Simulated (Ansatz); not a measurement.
# Cs2KMoP6: the cost of one run

Program: Ansatz 0.2.0. Level of theory: DFT PBE+U, plane waves, PAW, scalar-relativistic, no spin polarisation. These are calculated values, not measurements.

### 1 The starting structure

The cell holds 10 atoms (Cs2KMoP6): a = 6.722 Å, b = 6.722 Å, c = 6.722 Å, α = 60.00°, β = 60.00°, γ = 60.00°.

Coordinates:

```
CELL_PARAMETERS angstrom
0.00000 4.75320 4.75320
4.75320 0.00000 4.75320
4.75320 4.75320 0.00000
ATOMIC_POSITIONS crystal
Mo 0.00000 0.00000 0.00000
K 0.50000 0.50000 0.50000
Cs 0.25000 0.25000 0.25000
Cs 0.75000 0.75000 0.75000
P 0.77300 0.22700 0.22700
P 0.22700 0.77300 0.22700
P 0.22700 0.77300 0.77300
P 0.77300 0.22700 0.77300
P 0.22700 0.22700 0.77300
P 0.77300 0.77300 0.22700
```

### 2 Molecular dynamics

Contents of input.yaml:

```yaml
crystal:
  lattice:
    - [0.0, 4.753198, 4.753198]
    - [4.753198, 0.0, 4.753198]
    - [4.753198, 4.753198, 0.0]
  atoms:
    - { symbol: Mo, position: [0.0, 0.0, 0.0] }
    - { symbol: K, position: [0.5, 0.5, 0.5] }
    - { symbol: Cs, position: [0.25, 0.25, 0.25] }
    - { symbol: Cs, position: [0.75, 0.75, 0.75] }
    - { symbol: P, position: [0.773, 0.227, 0.227] }
    - { symbol: P, position: [0.227, 0.773, 0.227] }
    - { symbol: P, position: [0.227, 0.773, 0.773] }
    - { symbol: P, position: [0.773, 0.227, 0.773] }
    - { symbol: P, position: [0.227, 0.227, 0.773] }
    - { symbol: P, position: [0.773, 0.773, 0.227] }
kpoints:
  mp_grid: { grid: [3, 3, 3] }
magnetization:
  spin_polarized: false
scf:
  occupations: { method: cold, width: 0.15 }
  convergence: { dr2_threshold: 1.0e-11 }
  initial_density: { chi_scale: 0.3 }
hamiltonian:
  pseudopotentials: { kind: paw }
  xc: pbe
  hubbard: { sites: [{ species: Mo, l: d, u_eff: 4.0 }], double_counting: fll }
basis:
  ecutwfc: 420
md:
  timestep: 1.0
  n_steps: 30
  ensemble: npt_langevin
  temperature: 1200.0
  initial_velocities: maxwell_boltzmann
  seed: 172101
  pressure: 0.0
```

Started as:

```console
> ansatz run input.yaml --threads 2 --pin off --max-ram 2560MiB --backend cpu --events-out ev --progress --plain --runs-dir out
```

**Question.** How long does this run take on 2 threads of Intel Xeon Platinum 8375C at 2.90GHz (Ice Lake), shared host, and how much memory does it need?

About 5.9 min, with a peak of 0.93 GiB.
